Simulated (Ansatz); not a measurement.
# InHO + H₂O + H₂O: a complex and its separated parts

Aim: how far the complex at one end of a reaction step lies below its separated, relaxed parts, level by level.

The runs use Ansatz 0.2.0, Gaussian basis; PBE0-D4/def2-TZVP structures, single points in def2-TZVPP, no counterpoise correction.

Levels: SPW92, PBE-D4, BLYP-D4, r2SCAN-D4, B97M-V, PBE0-D4, B3LYP-D4, r2SCAN0-D4, BHLYP-D4, CAM-B3LYP-D4, wB97X-V, wB97M-V, B2PLYP, PBE-QIDH, RPA on PBE, Hartree-Fock, MP2, CCSD, CCSD(T).

Cores are frozen in the correlated methods. Filled d shells of the heavier atoms are correlated. Core potentials replace the inner electrons past krypton, and spin-orbit coupling is left out. B3LYP uses VWN-RPA correlation. B2PLYP carries no dispersion term here.

107 further runs of the same task are left out: 107 set aside as unsound or not needed.

**1. Starting geometry**

The complex: 9 atoms, charge 0, spin multiplicity 1.

Atoms are counted from 1 here; the program's logs count them from 0.

Bond lengths: In1–O2 2.177 Å, O2–H7 0.958 Å, O3–H5 0.991 Å, O3–H8 0.959 Å, O4–H6 0.982 Å, O4–H9 0.964 Å. Angles: In1–O2–H7 124.3°, H5–O3–H8 107.8°, H6–O4–H9 104.1°.

Coordinates:

```
In    1.1069    1.0645    1.1031
O    -0.2016    1.1468   -0.6353
O    -0.9655   -0.7581    0.8998
O     1.5261   -0.8090   -0.5978
H    -1.0679   -0.0576    0.2068
H     0.8944   -0.2396   -1.0881
H    -0.5022    1.9577   -1.0469
H    -1.7707   -0.7748    1.4206
H     0.9806   -1.5297   -0.2621
```

Its parts: InHO holds atoms 1, 2, 7; H₂O holds atoms 3, 5, 8; H₂O holds atoms 4, 6, 9. Each part counts its atoms afresh in its own runs.

**2. Relaxing InHO alone**

relax-a/in.yaml reads:

```yaml
crystal:
  periodic: [false, false, false]
  atoms:
    - {symbol: In, position_ang: [1.106909, 1.064516, 1.103059]}
    - {symbol: O, position_ang: [-0.201644, 1.146816, -0.635330]}
    - {symbol: H, position_ang: [-0.502186, 1.957723, -1.046946]}
basis:
  gaussian: {orbitals: def2-TZVP}
hamiltonian: {xc: pbe0, dispersion: d4}
relax: {f_tol: 0.005, max_steps: 200}
```

Launch:

```
$ ansatz run in.yaml --threads 4 --pin off --events-out ev --progress --plain --max-ram 9574MiB
```

After this run come: Relaxing H₂O alone; Relaxing H₂O alone; SPW92/def2-TZVPP; PBE-D4/def2-TZVPP; BLYP-D4/def2-TZVPP; r2SCAN-D4/def2-TZVPP; B97M-V/def2-TZVPP; PBE0-D4/def2-TZVPP; B3LYP-D4/def2-TZVPP; r2SCAN0-D4/def2-TZVPP; BHLYP-D4/def2-TZVPP; CAM-B3LYP-D4/def2-TZVPP; wB97X-V/def2-TZVPP; wB97M-V/def2-TZVPP; B2PLYP/def2-TZVPP; PBE-QIDH/def2-TZVPP; RPA on PBE/def2-TZVPP; CCSD(T)/def2-TZVPP; Vibrations of InHO; Vibrations of H₂O; Vibrations of H₂O.

**Question.** What will these runs give? Wanted: complex less parts, CCSD(T)/def2-TZVPP; with zero-point energy; largest T1 diagnostic.

**Answer**, as computed:

| quantity | value |
| --- | --- |
| complex less parts, CCSD(T)/def2-TZVPP | -101.1 kJ/mol |
| with zero-point energy | -79.4 kJ/mol |
| largest T1 diagnostic | 0.019 |

In words: At CCSD(T) the complex lies 101.1 kJ/mol below its parts. Among the functionals PBE-QIDH lands nearest to CCSD(T) (-2.1 kJ/mol) and SPW92 farthest (-65.5 kJ/mol). By rung, the mean size of the error is: LDA 65.5, GGA 12.7, meta-GGA 13.2, hybrid 8.4, range-separated hybrid 9.0, double hybrid 3.7 kJ/mol. PBE-D4 gives a relative energy 16.3 kJ/mol too low, outside chemical accuracy (1 kcal/mol, 4.2 kJ/mol). No counterpoise was applied, and triple zeta lacks some correlation, so the CCSD(T) reference has a basis error of its own, and close matches with it are partly luck.
